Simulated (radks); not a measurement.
# Bi in [Xe] 4f14 5d10 6s1 6p3 7p1: an all-electron calculation

One table from this session's results is given with a row withheld; the runs are named, their logs left out.

Program: radks (a radial shooting solver on a logarithmic mesh, Libxc functionals) version 1. Level of theory: scalar-relativistic Kohn-Sham, SCAN, spin-unpolarised, spherical densities, finite nucleus. These are calculated values, not measurements, unless marked.

### The atom as given

- element: bismuth (Z = 83)
- charge: 0
- electrons: 83
- configuration: [Xe] 4f14 5d10 6s1 6p3 7p1
- nuclear rms radius: 5.5211 fm

Outer shells as boxes (Hund's rule):

Bi
```
[Xe] core
4f [↑↓][↑↓][↑↓][↑↓][↑↓][↑↓][↑↓]
5d [↑↓][↑↓][↑↓][↑↓][↑↓]
6s [↑ ]
6p [↑ ][↑ ][↑ ]
7p [↑ ][  ][  ]
```

The first run:

The run's settings:

```text
Z 83
configuration [Xe] 4f14 5d10 6s1 6p3 7p1
relativity scalar-relativistic
functional scan,scan
spin unpolarised
nucleus finite rms 5.5211 fm
c 137.035999084
```

Command:

```console
> python run_ks.py task.json out
```

The same process makes all the runs of this session.

One of the session's tables, all rows but one given; the rest of the session is left out.

It belongs to the step «Shells». Sizes of the orbitals, from the radial functions (bohr):

| level | <r> | outermost maximum (interpolated) | 90 % within | nodes |
| --- | --- | --- | --- | --- |
| 1s | 0.01579 | 0.00966 | 0.0290 | 0 |
| 2s | 0.06646 | 0.0562 | 0.103 | 1 |
| 2p | 0.06054 | 0.0469 | 0.0988 | 0 |
| 3s | 0.1714 | 0.158 | 0.252 | 2 |
| 3p | 0.1737 | 0.159 | 0.260 | 1 |
| 3d | 0.1576 | 0.130 | 0.244 | 0 |
| 4s | 0.3769 | 0.356 | 0.539 | 3 |
| 4p | 0.4021 | 0.376 | 0.582 | 2 |
| 4d | 0.4224 | 0.381 | 0.628 | 1 |
| 5s | 0.8330 | 0.771 | 1.18 | 4 |
| 4f | 0.4411 | 0.343 | 0.698 | 0 |
| 5p | 0.9479 | 0.861 | 1.36 | 3 |
| 5d | 1.227 | 1.03 | 1.85 | 2 |
| 6s | 2.107 | 1.84 | 3.05 | 5 |
| 6p | ? | ? | ? | ? |
| 7p | 9.209 | 8.24 | 13.2 | 5 |

**Question.** Estimate the row for 6p.

The run gave: <r>: 2.737; outermost maximum (interpolated): 2.31; 90 % within: 4.04; nodes: 4. In the column «<r>» it lies between 6s (2.107) and 7p (9.209).
